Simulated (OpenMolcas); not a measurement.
# W³⁺ among point charges: CASSCF and CASPT2 levels and susceptibility, part 2 of 2

How does a field of 6 point charges split the states of W³⁺, and what χT follows?

OpenMolcas 26.06; ANO-RCC-VDZP, DKH2, active space 3 electrons in 5 orbitals (5d), orbitals: per spin and parity. Surroundings: 6 point charges of -1.36 e arranged as an octahedron (Oh), 2.13 Å from the ion.

## (6) CASPT2: IPEA 0.25, imaginary shift 0.1 (closed shells correlated: 4f 5s 5p)

Input file a.inp:

```
>>> COPY JOB001 $Project.JobIph
&CASPT2
Multistate=10 1 2 3 4 5 6 7 8 9 10
NoMult
Frozen=14 9
IPEA=0.25
Imaginary=0.1
MaxIter=60
WThr=0.0 0.3 0.05
PrWF=0.5
NoMix
>>> COPY JOB002 $Project.JobIph
&CASPT2
Multistate=40 1 2 3 4 5 6 7 8 9 10 11 12 13 14 15 16 17 18 19 20 21 22
23 24 25 26 27 28 29 30 31 32 33 34 35 36 37 38 39 40
NoMult
Frozen=14 9
IPEA=0.25
Imaginary=0.1
MaxIter=60
WThr=0.0 0.3 0.05
PrWF=0.5
NoMix
```

The log of the run:

```text
Orbital specifications:
      -----------------------

      Symmetry species                           1   2
                                                ag  au
      Frozen orbitals                           14   9
      Inactive orbitals                          1  10
      Active orbitals                            5   0
      Secondary orbitals                        16  13
      Deleted orbitals                           0   0
      Number of basis functions                 36  32
Type of calculation                        SS-CASPT2
      Fock operator                              state-specific
      IPEA shift                                 0.25
      Real shift                                 0.00
      Imaginary shift                            0.10
      The input orbitals will be transformed to quasi-canonical
Reference energy:      -16131.8116667995
      E2 (Non-variational):      -0.7753917674
      Shift correction:          -0.0001246191
      E2 (Variational):          -0.7755163865
      Total energy:          -16132.5871831860
      Residual norm:              0.0000009311
      Reference weight:           0.92302
      Contributions to the CASPT2 correlation energy
      Active & Virtual Only:         -0.0089876725
      One Inactive Excited:          -0.1103902090
      Two Inactive Excited:          -0.6560138859
Reference energy:      -16131.7646930653
      E2 (Non-variational):      -0.7763319228
      Shift correction:          -0.0001252838
      E2 (Variational):          -0.7764572066
      Total energy:          -16132.5411502719
      Residual norm:              0.0000001624
      Reference weight:           0.92280
      Contributions to the CASPT2 correlation energy
      Active & Virtual Only:         -0.0088720720
      One Inactive Excited:          -0.1123649758
      Two Inactive Excited:          -0.6550948750
::    CASPT2 Root  1     Total energy: -16132.58718319
::    CASPT2 Root  2     Total energy: -16132.54115027
::    CASPT2 Root  3     Total energy: -16132.54093505
::    CASPT2 Root  4     Total energy: -16132.54015695
::    CASPT2 Root  5     Total energy: -16132.51526342
::    CASPT2 Root  6     Total energy: -16132.51527376
::    CASPT2 Root  7     Total energy: -16132.51526498
::    CASPT2 Root  8     Total energy: -16132.47415562
::    CASPT2 Root  9     Total energy: -16132.47377209
::    CASPT2 Root 10     Total energy: -16132.47386601
Orbital specifications:
      -----------------------

      Symmetry species                           1   2
                                                ag  au
      Frozen orbitals                           14   9
      Inactive orbitals                          1  10
      Active orbitals                            5   0
      Secondary orbitals                        16  13
      Deleted orbitals                           0   0
      Number of basis functions                 36  32
Type of calculation                        SS-CASPT2
      Fock operator                              state-specific
      IPEA shift                                 0.25
      Real shift                                 0.00
      Imaginary shift                            0.10
      The input orbitals will be transformed to quasi-canonical
Reference energy:      -16131.7502164856
      E2 (Non-variational):      -0.7805696116
      Shift correction:          -0.0002399086
      E2 (Variational):          -0.7808095202
      Total energy:          -16132.5310260058
      Residual norm:              0.0000001000
      Reference weight:           0.91824
      Contributions to the CASPT2 correlation energy
      Active & Virtual Only:         -0.0136848519
      One Inactive Excited:          -0.1089628500
      Two Inactive Excited:          -0.6579219098
Reference energy:      -16131.7502164856
      E2 (Non-variational):      -0.7808033232
      Shift correction:          -0.0002302533
      E2 (Variational):          -0.7810335765
      Total energy:          -16132.5312500621
      Residual norm:              0.0000000954
      Reference weight:           0.91836
      Contributions to the CASPT2 correlation energy
      Active & Virtual Only:         -0.0136361804
      One Inactive Excited:          -0.1092461488
      Two Inactive Excited:          -0.6579209941
::    CASPT2 Root  1     Total energy: -16132.53102601
::    CASPT2 Root  2     Total energy: -16132.53125006
::    CASPT2 Root  3     Total energy: -16132.52854125
::    CASPT2 Root  4     Total energy: -16132.52840103
::    CASPT2 Root  5     Total energy: -16132.52855339
::    CASPT2 Root  6     Total energy: -16132.50821349
::    CASPT2 Root  7     Total energy: -16132.50828497
::    CASPT2 Root  8     Total energy: -16132.50827122
::    CASPT2 Root  9     Total energy: -16132.49428509
::    CASPT2 Root 10     Total energy: -16132.48096736
::    CASPT2 Root 11     Total energy: -16132.48125011
::    CASPT2 Root 12     Total energy: -16132.48139385
::    CASPT2 Root 13     Total energy: -16132.48132549
::    CASPT2 Root 14     Total energy: -16132.48138881
::    CASPT2 Root 15     Total energy: -16132.48167922
::    CASPT2 Root 16     Total energy: -16132.47648005
::    CASPT2 Root 17     Total energy: -16132.47643924
::    CASPT2 Root 18     Total energy: -16132.46538669
::    CASPT2 Root 19     Total energy: -16132.46595958
::    CASPT2 Root 20     Total energy: -16132.46567913
::    CASPT2 Root 21     Total energy: -16132.44179742
::    CASPT2 Root 22     Total energy: -16132.44252582
::    CASPT2 Root 23     Total energy: -16132.44262038
::    CASPT2 Root 24     Total energy: -16132.43023091
::    CASPT2 Root 25     Total energy: -16132.43029715
::    CASPT2 Root 26     Total energy: -16132.42995178
::    CASPT2 Root 27     Total energy: -16132.43546923
::    CASPT2 Root 28     Total energy: -16132.42511202
::    CASPT2 Root 29     Total energy: -16132.42507542
::    CASPT2 Root 30     Total energy: -16132.42495376
```

This run took 9.1 s in all on 1 thread, shared host.

SS-CASPT2: lowest energy less the reference's lowest, -0.7755 hartree; reference weights 0.905 to 0.923.

Spin-free states, with their symmetry labels:

```csv
state,degeneracy,E (cm-1),free-ion L (%)
4A2,1,0,F (100)
4T2,3,10191,F (100)
2E,2,12300,G (65)
2T1,3,12880,G (45)
4T1,3,15784,F (74)
2T2,3,17322,D (45)
2A1,1,20389,G (100)
2T1,3,23203,H (52)
2T2,3,23260,G (58)
2E,2,24301,H (50)
4T1,3,24856,P (74)
2T1,3,26668,H (40)
2T2,3,31795,D (51)
2A2,1,33297,F (100)
2T1,3,34463,H (71)
2T2,3,35585,F (53)
2E,2,38893,D (50)
2T1,3,40187,F (78)
2E,2,52705,D (84)
2T2,3,55100,D (87)
```

With spin-orbit coupling:

```json
{"E (cm-1)": "0", "Degeneracy": "4", "Label": "Γ8", "2S+1": "4", "g": ""}
{"E (cm-1)": "8150", "Degeneracy": "4", "Label": "Γ8", "2S+1": "4", "g": ""}
{"E (cm-1)": "10510", "Degeneracy": "2", "Label": "Γ7", "2S+1": "4", "g": "1.02 1.02 1.02"}
{"E (cm-1)": "11590", "Degeneracy": "2", "Label": "Γ6", "2S+1": "4", "g": "2.10 2.10 2.10"}
{"E (cm-1)": "11590", "Degeneracy": "4", "Label": "Γ8", "2S+1": "2", "g": ""}
{"E (cm-1)": "11980", "Degeneracy": "4", "Label": "Γ8", "2S+1": "4", "g": ""}
{"E (cm-1)": "14380", "Degeneracy": "4", "Label": "Γ8", "2S+1": "2", "g": ""}
{"E (cm-1)": "15390", "Degeneracy": "2", "Label": "Γ6", "2S+1": "2", "g": "0.38 0.38 0.38"}
{"E (cm-1)": "15400", "Degeneracy": "2", "Label": "Γ7", "2S+1": "4", "g": "0.67 0.67 0.67"}
{"E (cm-1)": "17920", "Degeneracy": "2", "Label": "Γ6", "2S+1": "4", "g": "3.45 3.45 3.45"}
{"E (cm-1)": "18030", "Degeneracy": "4", "Label": "Γ8", "2S+1": "4", "g": ""}
{"E (cm-1)": "20750", "Degeneracy": "4", "Label": "Γ8", "2S+1": "4", "g": ""}
{"E (cm-1)": "21950", "Degeneracy": "4", "Label": "Γ8", "2S+1": "2", "g": ""}
{"E (cm-1)": "22340", "Degeneracy": "2", "Label": "Γ7", "2S+1": "2", "g": "1.03 1.03 1.03"}
{"E (cm-1)": "22570", "Degeneracy": "2", "Label": "Γ6", "2S+1": "2", "g": "0.90 0.90 0.90"}
{"E (cm-1)": "23240", "Degeneracy": "4", "Label": "Γ8", "2S+1": "2", "g": ""}
{"E (cm-1)": "24990", "Degeneracy": "2", "Label": "Γ7", "2S+1": "2", "g": "0.24 0.24 0.24"}
{"E (cm-1)": "25050", "Degeneracy": "4", "Label": "Γ8", "2S+1": "2", "g": ""}
{"E (cm-1)": "25580", "Degeneracy": "2", "Label": "Γ6", "2S+1": "2", "g": "1.69 1.69 1.69"}
{"E (cm-1)": "26990", "Degeneracy": "4", "Label": "Γ8", "2S+1": "2", "g": ""}
{"E (cm-1)": "27050", "Degeneracy": "2", "Label": "Γ6", "2S+1": "2", "g": "2.42 2.42 2.42"}
{"E (cm-1)": "28370", "Degeneracy": "2", "Label": "Γ7", "2S+1": "4", "g": "2.39 2.39 2.39"}
{"E (cm-1)": "29130", "Degeneracy": "4", "Label": "Γ8", "2S+1": "2", "g": ""}
{"E (cm-1)": "30150", "Degeneracy": "4", "Label": "Γ8", "2S+1": "2", "g": ""}
```

Powder χT (cm³ K/mol): 0.55 at 2 K, 0.55 at 5 K, 0.55 at 10 K, 0.55 at 20 K, 0.56 at 50 K, 0.57 at 100 K, 0.58 at 150 K, 0.58 at 200 K, 0.59 at 250 K, 0.60 at 300 K.

## (7) The methods side by side

A. CASSCF
B. SS-CASPT2, IPEA 0.25, imaginary shift 0.1 (closed shells correlated: 4f 5s 5p)

```csv
method,ground state,first state of that spin (cm-1),first gap with spin-orbit (cm-1),χT at 300 K
A,4A2,4T2 10310,8579.9,0.64
B,4A2,4T2 10190,8155.0,0.60
```

## (8) What came out

The summary covers parts 1 to 2.

| quantity | value |
| --- | --- |
| method | SS-CASPT2, IPEA 0.25, imaginary shift 0.1 (closed shells correlated: 4f 5s 5p) |
| spin-free ground state | 4A2, 1-fold in its orbital part |
| first state of the same spin within the active space | 4T2 at 10200 cm⁻¹ |
| lowest level | 4-fold Γ8 |
| next level | 8155.0 cm⁻¹ |
| χT at 300 K | 0.60 cm³ K/mol |
| effective moment at 300 K | 2.19 μB |

Cost by method:

```csv
method,time of its own steps,time with the reference
A. CASSCF,12 s,12 s
"B. SS-CASPT2, IPEA 0.25, imaginary shift 0.1, +4f 5s 5p",9.1 s,21 s
```

Times are of one thread on a shared host.

What this shows: The spin-free ground state (4A2) comes to 100 % from free-ion F terms and keeps the highest spin of the shell. χT at 300 K is 0.60, against 1.88 cm³ K/mol for the spin alone, so spin-orbit coupling lowers it. CASPT2 does not keep the components of a term degenerate, and the means are used. The field of point charges can differ much from that of real complexes. This is an electrostatic model: the charges have no orbitals.
